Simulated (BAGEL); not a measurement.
# CH4FGeN (SMILES [H]/N=[C](/F)[GeH3]) at HF/STO-3G (density fitting with qzvpp-jkfit)

Aim: the vertical ionisation energy of CH4FGeN at HF/STO-3G (density fitting with qzvpp-jkfit), from 2 runs. 

The results are computed with BAGEL 1.2.2.

4 further runs of the same task are left out: 2 that didn't finish, 2 set aside as unsound or not needed.

### Step 1. The molecule

CH4FGeN has 8 atoms, charge 0, and is taken as a singlet. As SMILES, `[H]/N=[C](/F)[GeH3]`. Geometry: relaxed at PBE0-D4/def2-TZVP.

Bond lengths: N1–C2 1.246 Å, C2–F3 1.346 Å, C2–Ge4 1.978 Å, N1–H5 1.016 Å, Ge4–H6 1.532 Å, Ge4–H7 1.534 Å, Ge4–H8 1.532 Å. Angles: N1–C2–F3 117.4°, N1–C2–Ge4 131.1°, F3–C2–Ge4 111.5°, C2–N1–H5 111.2°, C2–Ge4–H6 108.9°, C2–Ge4–H7 106.6°, C2–Ge4–H8 108.9°, H6–Ge4–H7 111.0°, H6–Ge4–H8 110.4°, H7–Ge4–H8 111.0°.

### Step 2. A single-point energy at HF/STO-3G (density fitting with qzvpp-jkfit)

File input.json:

```json
{ "bagel" : [

{
  "title" : "molecule",
  "basis" : "sto-3g",
  "df_basis" : "qzvpp-jkfit",
  "angstrom" : "true",
  "geometry" : [
    { "atom" : "N", "xyz" : [    1.895900,    0.222300,   -0.348500 ] },
    { "atom" : "C", "xyz" : [    0.908100,    0.027300,    0.385600 ] },
    { "atom" : "F", "xyz" : [    1.137400,   -0.127100,    1.702400 ] },
    { "atom" : "Ge", "xyz" : [   -1.019900,   -0.103800,   -0.035500 ] },
    { "atom" : "H", "xyz" : [    1.617200,    0.325400,   -1.319900 ] },
    { "atom" : "H", "xyz" : [   -1.766200,    1.006900,    0.710300 ] },
    { "atom" : "H", "xyz" : [   -1.149700,    0.071600,   -1.553900 ] },
    { "atom" : "H", "xyz" : [   -1.530700,   -1.479600,    0.403700 ] }
  ]
},
{ "title" : "hf" },
{ "title" : "print", "file" : "orbitals.molden", "orbitals" : "true" }

]}
```

Run with:

```console
$ BAGEL_NUM_THREADS=1 BAGEL input.json > input.out
```

The program printed:

```text
* using 1 threads per process

  ===============================================================
  ===============================================================

  *** Geometry ***

  { "atom" : "N", "xyz" : [      3.582732,      0.420086,     -0.658570 ] },
  { "atom" : "C", "xyz" : [      1.716060,      0.051590,      0.728678 ] },
  { "atom" : "F", "xyz" : [      2.149374,     -0.240184,      3.217070 ] },
  { "atom" : "Ge", "xyz" : [     -1.927332,     -0.196154,     -0.067085 ] },
  { "atom" : "H", "xyz" : [      3.056065,      0.614917,     -2.494250 ] },
  { "atom" : "H", "xyz" : [     -3.337634,      1.902765,      1.342272 ] },
  { "atom" : "H", "xyz" : [     -2.172618,      0.135304,     -2.936445 ] },
  { "atom" : "H", "xyz" : [     -2.892604,     -2.796039,      0.762882 ] },

  Number of auxiliary basis functions:      567

  Since a DF basis is specified, we compute 2- and 3-index integrals:
    o Being stored without compression. Storage requirement is 0.006 GB

  Number of basis functions:       37
  Number of electrons      :       58

    * METHOD: MOLECULE                             0.26

  *** RHF ***

  === Nuclear Repulsion ===
   257.9921796246

      * DIIS with orbital gradients will be used.

  === RHF iteration (sto-3g) ===
      0      -2243.11086308          0.01736578           0.05
      1      -2243.20208920          0.00918838           0.05
      2      -2243.23006675          0.00129784           0.05
      3      -2243.23148353          0.00048336           0.05
      4      -2243.23172314          0.00014675           0.05
      5      -2243.23175018          0.00002574           0.05
      6      -2243.23175092          0.00000635           0.05
      7      -2243.23175096          0.00000158           0.05
      8      -2243.23175096          0.00000058           0.05
      9      -2243.23175096          0.00000018           0.05
     10      -2243.23175096          0.00000003           0.05
     11      -2243.23175096          0.00000001           0.05
    * SCF iteration converged.

    * Permanent dipole moment:
           (    1.084475,     0.039012,     0.496950) a.u.

    * METHOD: HF                                   0.71

    * METHOD: PRINT                                0.00

  ===============================================================
```

Run time: 1.1 s. Hardware: 1 thread of Arm Neoverse V2, shared host; peak memory 0.081 GiB.

### Step 3. The doublet cation at the same level

File job.json:

```json
{ "bagel": [

{
  "title": "molecule",
  "basis": "sto-3g",
  "df_basis": "qzvpp-jkfit",
  "angstrom": "true",
  "geometry": [
    { "atom": "N", "xyz": [       1.895900,       0.222300,      -0.348500 ] },
    { "atom": "C", "xyz": [       0.908100,       0.027300,       0.385600 ] },
    { "atom": "F", "xyz": [       1.137400,      -0.127100,       1.702400 ] },
    { "atom": "Ge", "xyz": [      -1.019900,      -0.103800,      -0.035500 ] },
    { "atom": "H", "xyz": [       1.617200,       0.325400,      -1.319900 ] },
    { "atom": "H", "xyz": [      -1.766200,       1.006900,       0.710300 ] },
    { "atom": "H", "xyz": [      -1.149700,       0.071600,      -1.553900 ] },
    { "atom": "H", "xyz": [      -1.530700,      -1.479600,       0.403700 ] }
  ]
},

{
  "title": "uhf",
  "charge": 1,
  "nopen": 1
},

{
  "title": "print",
  "file": "orbitals.molden",
  "orbitals": "true"
}

]}
```

Run with:

```console
$ BAGEL_NUM_THREADS=1 BAGEL job.json > job.out
```

The program printed:

```text
* using 1 threads per process

  ===============================================================
  ===============================================================

  *** Geometry ***

  { "atom" : "N", "xyz" : [      3.582732,      0.420086,     -0.658570 ] },
  { "atom" : "C", "xyz" : [      1.716060,      0.051590,      0.728678 ] },
  { "atom" : "F", "xyz" : [      2.149374,     -0.240184,      3.217070 ] },
  { "atom" : "Ge", "xyz" : [     -1.927332,     -0.196154,     -0.067085 ] },
  { "atom" : "H", "xyz" : [      3.056065,      0.614917,     -2.494250 ] },
  { "atom" : "H", "xyz" : [     -3.337634,      1.902765,      1.342272 ] },
  { "atom" : "H", "xyz" : [     -2.172618,      0.135304,     -2.936445 ] },
  { "atom" : "H", "xyz" : [     -2.892604,     -2.796039,      0.762882 ] },

  Number of auxiliary basis functions:      567

  Since a DF basis is specified, we compute 2- and 3-index integrals:
    o Being stored without compression. Storage requirement is 0.006 GB

  Number of basis functions:       37
  Number of electrons      :       58

    * METHOD: MOLECULE                             0.26

  *** Open-shell HF ***

  === Nuclear Repulsion ===
   257.9921796246

      * DIIS with orbital gradients will be used.

  === UHF iteration (sto-3g) ===
      0      -2242.79130199          0.03808501           0.09
      1      -2242.91207369          0.02413526           0.09
      2      -2242.94593299          0.01401871           0.09
      3      -2242.96750980          0.00379620           0.09
      4      -2242.97263321          0.00273983           0.09
      5      -2242.97958602          0.00104627           0.09
      6      -2242.98078658          0.00065491           0.09
      7      -2242.98136564          0.00030701           0.09
      8      -2242.98139177          0.00017170           0.09
      9      -2242.98153667          0.00007299           0.09
     10      -2242.98161380          0.00005222           0.09
     11      -2242.98168964          0.00003019           0.09
     12      -2242.98171066          0.00001390           0.09
     13      -2242.98171236          0.00000589           0.09
     14      -2242.98171232          0.00000309           0.09
     15      -2242.98171245          0.00000170           0.09
     16      -2242.98171248          0.00000074           0.09
     17      -2242.98171248          0.00000051           0.09
     18      -2242.98171248          0.00000025           0.09
     19      -2242.98171248          0.00000008           0.09
     20      -2242.98171248          0.00000004           0.09
     21      -2242.98171248          0.00000003           0.09
     22      -2242.98171248          0.00000002           0.09
     23      -2242.98171248          0.00000002           0.09
     24      -2242.98171248          0.00000001           0.09
     25      -2242.98171248          0.00000001           0.09
     26      -2242.98171248          0.00000000           0.09
    * SCF iteration converged.

    * S^2 (UHF) is 0.8342

    * Permanent dipole moment:
           (   -1.120885,    -0.224191,     0.854875) a.u.

    * METHOD: UHF                                  2.54

    * METHOD: PRINT                                0.00

  ===============================================================
```

Wall time 3 s (1 thread of Arm Neoverse V2, shared host); peak memory 0.081 GiB.

### Step 4. Outcome

At HF/STO-3G (density fitting with qzvpp-jkfit):

| quantity | value |
| --- | --- |
| singlet CH4FGeN: total energy | -2243.23175 Eh |
| singlet CH4FGeN: dipole moment | 3.03 D |
| singlet CH4FGeN: HOMO energy | -8.63 eV |
| singlet CH4FGeN: LUMO energy | 8.19 eV |
| singlet CH4FGeN: HOMO–LUMO gap | 16.83 eV |
| doublet cation: total energy | -2242.98171 Eh |
| doublet cation: ⟨S²⟩ | 0.834 |
| vertical ionisation energy (to the doublet cation) | 6.804 eV |

In words: The vertical ionisation energy comes to 6.80 eV (157 kcal/mol). −ε(HOMO) before ionisation, 8.63 eV, is 1.83 eV above this ionisation energy. In a minimal basis such a difference can be off by several eV, whatever the method.
